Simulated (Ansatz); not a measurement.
# C₂H₄BN: taking an electron away

An exercise on one series of results from a longer session: the logs are not shown, and one member is left open.

Computed with Ansatz 0.2.0, Gaussian basis. Level: unrestricted cation, the program's frozen cores in correlated methods.

Levels to be run: UKS PBE-D4/def2-TZVPP; UKS r2SCAN-D4/def2-TZVPP; UKS PBE0-D4/def2-TZVPP; UKS B3LYP-D4/def2-TZVPP; UKS wB97X-V/def2-TZVPP; UKS wB97M-V/def2-TZVPP; UKS B2PLYP/def2-TZVPP; UHF-CCSD(T)/def2-TZVPP; UHF-MP2/def2-QZVPP; extrapolation to the limit; then −ε(HOMO) from the neutral's earlier runs with LDA (SPW92), PBE-D4, revPBE-D4, BLYP-D4, r2SCAN-D4, B97M-V, PBE0-D4, B3LYP-D4, r2SCANh-D4, r2SCAN0-D4, HSE06-D4, BHLYP-D4, CAM-B3LYP-D4, LC-ωPBE, ωB97X-V, ωB97M-V.

## The relaxed structure

The geometry comes from an earlier relaxation with PBE0-D4 in a triple-zeta def2 set; it is a stationary point, not always the lowest conformer.

SMILES `CC1=NB1`, 8 atoms, charge 0, spin multiplicity 1.

Atoms are counted from 1 here; the program's logs count them from 0.

Bond lengths: C1–C2 1.470 Å, C1–H5 1.093 Å, C1–H6 1.091 Å, C1–H7 1.093 Å, C2–N3 1.306 Å, C2–B4 1.445 Å, N3–B4 1.426 Å, B4–H8 1.181 Å. Angles: C2–C1–H5 109.5°, C2–C1–H6 111.4°, C2–C1–H7 109.7°, H5–C1–H6 109.8°, H5–C1–H7 106.5°, H6–C1–H7 109.9°, C1–C2–N3 132.3°, C1–C2–B4 165.5°, N3–C2–B4 62.2°, C2–N3–B4 63.7°, C2–B4–N3 54.1°, C2–B4–H8 161.7°, N3–B4–H8 144.2°.

The first run:

File in.yaml:

```yaml
crystal:
  periodic: [false, false, false]
  atoms:
    - {symbol: C, position_ang: [0.261400, 1.131090, -0.182919]}
    - {symbol: C, position_ang: [-0.104032, -0.267639, 0.080841]}
    - {symbol: N, position_ang: [-1.044094, -0.808789, 0.808474]}
    - {symbol: B, position_ang: [-0.182518, -1.710073, 0.117347]}
    - {symbol: H, position_ang: [0.194892, 1.328612, -1.255844]}
    - {symbol: H, position_ang: [-0.385799, 1.821945, 0.360410]}
    - {symbol: H, position_ang: [1.303848, 1.298228, 0.098831]}
    - {symbol: H, position_ang: [0.048403, -2.850471, -0.082941]}
basis:
  gaussian: {orbitals: def2-TZVPP}
total_charge: 1
magnetization: {spin_polarized: true, initial_magnetization: 1}
hamiltonian: {xc: pbe, dispersion: d4}
```

Command:

```console
$ ansatz run in.yaml --threads 2 --pin off --events-out ev --progress --plain --max-ram 4352MiB
```

Steps of the session up to this table: Cation, UKS PBE-D4/def2-TZVPP; Cation, UKS r2SCAN-D4/def2-TZVPP; Cation, UKS PBE0-D4/def2-TZVPP; Cation, UKS B3LYP-D4/def2-TZVPP; Cation, UKS wB97X-V/def2-TZVPP; Cation, UKS wB97M-V/def2-TZVPP; Cation, UKS B2PLYP (frozen core)/def2-TZVPP; Cation, UHF-CCSD(T)/def2-TZVPP; Cation, UHF-MP2/def2-QZVPP.

One of the session's tables, all rows but one given; the rest of the session is left out.

For comparison, −ε(HOMO) of the neutral from earlier runs:

| functional | −ε(HOMO) (eV) |
| --- | --- |
| LDA (SPW92) | 5.94 |
| PBE-D4 | ? |
| revPBE-D4 | 5.73 |
| BLYP-D4 | 5.70 |
| r2SCAN-D4 | 6.01 |
| B97M-V | 6.13 |
| PBE0-D4 | 7.16 |
| B3LYP-D4 | 6.96 |
| r2SCANh-D4 | 6.53 |
| r2SCAN0-D4 | 7.31 |
| HSE06-D4 | 6.76 |
| BHLYP-D4 | 8.48 |
| CAM-B3LYP-D4 | 8.61 |
| LC-ωPBE | 9.97 |
| ωB97X-V | 9.60 |
| ωB97M-V | 9.50 |

**Question.** Estimate the row for PBE-D4.

The run gave: −ε(HOMO) (eV): 5.79. In the column «−ε(HOMO) (eV)» it lies between revPBE-D4 (5.73) and LDA (SPW92) (5.94).
